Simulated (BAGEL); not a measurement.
# HF/def2-SVPD (density fitting with svp-jkfit) run of AlCl2F (SMILES [F][Al]([Cl])[Cl])

What is the energy change on altering one bond length of AlCl2F at HF/def2-SVPD (density fitting with svp-jkfit)? 

Program for the calculation: BAGEL 1.2.2.

5 further runs of the same task are left out: 5 set aside as unsound or not needed.

### 1 The molecule

AlCl2F: 4 atoms, total charge 0, spin state singlet. SMILES: `[F][Al]([Cl])[Cl]`. Geometry: a GFN2-xTB relaxation, a rough one for these elements and not checked as a minimum.

Bond lengths: Al1–Cl2 2.019 Å, Al1–Cl3 2.019 Å, Al1–F4 1.655 Å. Angles: Cl2–Al1–Cl3 127.3°, Cl2–Al1–F4 116.4°, Cl3–Al1–F4 116.4°.

### 2 Energy and gradient at HF/def2-SVPD (density fitting with svp-jkfit)

File calc.json:

```json
{ "bagel": [

{
  "title": "molecule",
  "basis": "def2-svpd.json",
  "df_basis": "svp-jkfit",
  "angstrom": true,
  "geometry": [
    { "atom": "Al", "xyz": [   -0.017680,   -0.029510,   -0.000030 ] },
    { "atom": "Cl", "xyz": [    1.994930,   -0.186520,    0.014240 ] },
    { "atom": "Cl", "xyz": [   -1.111650,    1.666840,   -0.016240 ] },
    { "atom": "F", "xyz": [   -0.865600,   -1.450810,    0.002030 ] }
  ]
},
{
  "title": "force",
  "method": [
    { "title": "hf" }
  ]
}

]}
```

The basis set def2-SVPD is read from a file made from the Basis Set Exchange's data (not shown).

Command:

```bash
$ BAGEL_NUM_THREADS=1 BAGEL calc.json > calc.out
```

What it wrote:

```text
* using 1 threads per process

  ===============================================================
  ===============================================================

  *** Geometry ***

  { "atom" : "Al", "xyz" : [     -0.033410,     -0.055766,     -0.000057 ] },
  { "atom" : "Cl", "xyz" : [      3.769871,     -0.352472,      0.026910 ] },
  { "atom" : "Cl", "xyz" : [     -2.100714,      3.149871,     -0.030689 ] },
  { "atom" : "F", "xyz" : [     -1.635747,     -2.741634,      0.003836 ] },

  Number of auxiliary basis functions:      461

  Since a DF basis is specified, we compute 2- and 3-index integrals:
    o Being stored without compression. Storage requirement is 0.038 GB

  Number of basis functions:      101
  Number of electrons      :       56

    * METHOD: MOLECULE                             0.21

  The gradients will be computed analytically.

  *** RHF ***

  === Nuclear Repulsion ===
   247.3276660455

      * DIIS with orbital gradients will be used.

  === RHF iteration (def2-svpd.json) ===
      0      -1259.92007510          0.01840187           0.10
      1      -1260.05443098          0.01452842           0.09
      2      -1260.15527081          0.00110796           0.09
      3      -1260.15633251          0.00031304           0.10
      4      -1260.15643588          0.00006932           0.09
      5      -1260.15644047          0.00001891           0.09
      6      -1260.15644093          0.00000625           0.09
      7      -1260.15644098          0.00000182           0.09
      8      -1260.15644098          0.00000081           0.09
      9      -1260.15644098          0.00000020           0.09
     10      -1260.15644098          0.00000006           0.09
     11      -1260.15644098          0.00000002           0.09
     12      -1260.15644098          0.00000000           0.09
    * SCF iteration converged.

    * Permanent dipole moment:
           (   -0.205857,    -0.345850,     0.000703) a.u.

  * Nuclear energy gradient

    o Atom   0
        x          0.0181114402
        y          0.0305188516
        z         -0.0000495526
    o Atom   1
        x         -0.0273871424
        y         -0.0008852734
        z         -0.0001752561
    o Atom   2
        x          0.0122788524
        y         -0.0245985387
        z          0.0002141808
    o Atom   3
        x         -0.0030031502
        y         -0.0050350396
        z          0.0000106278
  * Gradient computed with                              1.47

    * METHOD: FORCE                                2.85

  ===============================================================
```

It took 3.3 s on 1 thread of Arm Neoverse V1, shared host; peak memory 0.2 GiB.

### 3 The distorted shape, same level

File job.json:

```json
{ "bagel": [

{
  "title": "molecule",
  "basis": "def2-svpd.json",
  "df_basis": "svp-jkfit",
  "angstrom": "true",
  "geometry": [
    { "atom": "Al", "xyz": [    0.255804,   -0.453584,    0.004022 ] },
    { "atom": "Cl", "xyz": [    2.268414,   -0.610594,    0.018292 ] },
    { "atom": "Cl", "xyz": [   -1.111650,    1.666840,   -0.016240 ] },
    { "atom": "F", "xyz": [   -0.592116,   -1.874884,    0.006082 ] }
  ]
},
{
  "title": "force",
  "method": [
    { "title": "hf" }
  ]
}

]}
```

The basis set def2-SVPD is read from a file made from the Basis Set Exchange's data (not shown).

Command:

```bash
$ BAGEL_NUM_THREADS=1 BAGEL job.json > job.out
```

What it wrote:

```text
* using 1 threads per process

  ===============================================================
  ===============================================================

  *** Geometry ***

  { "atom" : "Al", "xyz" : [      0.483400,     -0.857150,      0.007600 ] },
  { "atom" : "Cl", "xyz" : [      4.286681,     -1.153855,      0.034567 ] },
  { "atom" : "Cl", "xyz" : [     -2.100714,      3.149871,     -0.030689 ] },
  { "atom" : "F", "xyz" : [     -1.118937,     -3.543017,      0.011493 ] },

  Number of auxiliary basis functions:      461

  Since a DF basis is specified, we compute 2- and 3-index integrals:
    o Being stored without compression. Storage requirement is 0.038 GB

  Number of basis functions:      101
  Number of electrons      :       56

    * METHOD: MOLECULE                             0.21

  The gradients will be computed analytically.

  *** RHF ***

  === Nuclear Repulsion ===
   227.7160301424

      * DIIS with orbital gradients will be used.

  === RHF iteration (def2-svpd.json) ===
      0      -1259.86472992          0.01891504           0.09
      1      -1260.00823554          0.01495641           0.09
      2      -1260.11842550          0.00108663           0.09
      3      -1260.11959349          0.00039056           0.09
      4      -1260.11975343          0.00007969           0.09
      5      -1260.11976049          0.00002276           0.09
      6      -1260.11976134          0.00000827           0.09
      7      -1260.11976145          0.00000248           0.09
      8      -1260.11976146          0.00000109           0.09
      9      -1260.11976146          0.00000034           0.09
     10      -1260.11976146          0.00000013           0.09
     11      -1260.11976146          0.00000005           0.09
     12      -1260.11976146          0.00000002           0.09
     13      -1260.11976146          0.00000001           0.09
    * SCF iteration converged.

    * Permanent dipole moment:
           (   -0.755455,     0.381931,    -0.006793) a.u.

  * Nuclear energy gradient

    o Atom   0
        x          0.0624202051
        y         -0.0394894344
        z          0.0006143073
    o Atom   1
        x         -0.0216658484
        y         -0.0044830859
        z         -0.0001181265
    o Atom   2
        x         -0.0387493988
        y          0.0569853786
        z         -0.0005559967
    o Atom   3
        x         -0.0020049578
        y         -0.0130128583
        z          0.0000598159
  * Gradient computed with                              1.46

    * METHOD: FORCE                                2.90

  ===============================================================
```

It took 3.3 s on 1 thread of Arm Neoverse V1, shared host; peak memory 0.2 GiB.

### 4 Summary of results

At HF/def2-SVPD (density fitting with svp-jkfit):

| quantity | value |
| --- | --- |
| first shape: total energy | -1260.15644 Eh |
| first shape: dipole moment | 1.02 D |
| first shape: largest force on an atom | 1.825 eV/Å |
| distorted shape: total energy | -1260.11976 Eh |
| distorted shape: dipole moment | 2.15 D |
| distorted shape: largest force on an atom | 3.798 eV/Å |
| energy change with the Al1–Cl3 bond stretched from 2.019 to 2.523 Å | 0.998 eV |

What this shows: With the Al1–Cl3 bond stretched from 2.019 to 2.523 Å the energy rises by 1.00 eV (23.0 kcal/mol). The first shape isn't relaxed at this level, so the change isn't measured from a minimum. The largest force (first shape) is 1.82 eV/Å: the shape isn't a stationary point for this species at this level.
